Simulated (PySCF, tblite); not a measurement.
# C5H4F4O: geometry, infrared bands and NMR shifts

What infrared bands and NMR shifts should C5H4F4O (`C/C=C(/C(=O)F)C(F)(F)F`) show?

The runs use tblite 0.8.0 and PySCF 2.14.0, with density-fitted response routines of our own; the level of theory stands in each step. All values are computed, except where a source is named. Atoms count from 0, in the outputs and in this text.

## (1) The molecule as given

14 atoms, charge 0, multiplicity 1; geometry from: force field or distance geometry start.

Bonds of the start (Å): C0–C1 1.48, C1–C2 1.28, C2–C3 1.48, C3–O4 1.28, C3–F5 1.37, C2–C6 1.48, C6–F7 1.37, C6–F8 1.39, C6–F9 1.36, C0–H10 1.11, C0–H11 1.10, C0–H12 1.10, C1–H13 1.10.

## (2) Geometry optimisation with GFN2-xTB

Job settings and geometry (Å):

```
{"job": {"kind": "relax", "xc": "GFN2-xTB", "basis": "xTB"}, "charge": 0, "multiplicity": 1}
C      1.874600    -0.233300    -0.226400
C      0.573800    -0.833000     0.164200
C     -0.504500    -0.138100     0.135100
C     -1.759900    -0.806800     0.538500
O     -2.846300    -0.139300     0.519500
F     -1.770300    -2.109500     0.950400
C     -0.639000     1.270200    -0.289900
F     -1.483700     1.366000    -1.361000
F     -1.257300     2.026100     0.705900
F      0.545300     1.817000    -0.665800
H      2.655700    -1.007800    -0.087700
H      2.187000     0.623000     0.387200
H      1.842500     0.044200    -1.289200
H      0.581400    -1.879100     0.497100
```

Command:

```sh
> OMP_NUM_THREADS=1 python probes_run.py task.json out
```

This one command runs all jobs of the session in turn.

**Question.** This job is followed by: GFN2-xTB harmonic vibrations, gas phase; GIAO PBE0/pcSseg-1 NMR shielding, non-relativistic, gas phase. Predict these results of the whole session: strongest single infrared mode (GFN2-xTB); zero-point energy (GFN2-xTB); 13C shifts against TMS (PBE0/pcSseg-1); 1H shifts against TMS (PBE0/pcSseg-1, means over atoms taken as alike); 17O shifts against H2O (PBE0/pcSseg-1); 19F shifts against CFCl3 (PBE0/pcSseg-1, means over atoms taken as alike).

As calculated:

| quantity | value |
| --- | --- |
| strongest single infrared mode (GFN2-xTB) | 1847 cm⁻¹, 517 km/mol |
| zero-point energy (GFN2-xTB) | 52.5 kcal/mol |
| 13C shifts against TMS (PBE0/pcSseg-1) | 165.7, 159.1, 131.9, 128.1, 17.2 ppm |
| 1H shifts against TMS (PBE0/pcSseg-1, means over atoms taken as alike) | 8.01, 2.47 ppm |
| 17O shifts against H2O (PBE0/pcSseg-1) | 442.9 ppm |
| 19F shifts against CFCl3 (PBE0/pcSseg-1, means over atoms taken as alike) | 17.7, -74.0 ppm |

In words: The optimisation took 27 steps and gained 0.892 eV; among the close pairs (by a distance rule), C3–O4 changed most, from 1.275 to 1.179 Å. All 36 modes are real, so the xTB geometry is a minimum. The strongest single mode, at 1847 cm⁻¹, moves mainly C3 and O4. GFN2-xTB is a fitted tight-binding method: band positions and strengths are rough. Its intensities can rank the bands wrongly. At PBE0/pcSseg-1: The widest tensor belongs to O4: span 615 ppm, with a paramagnetic part of -506 ppm.
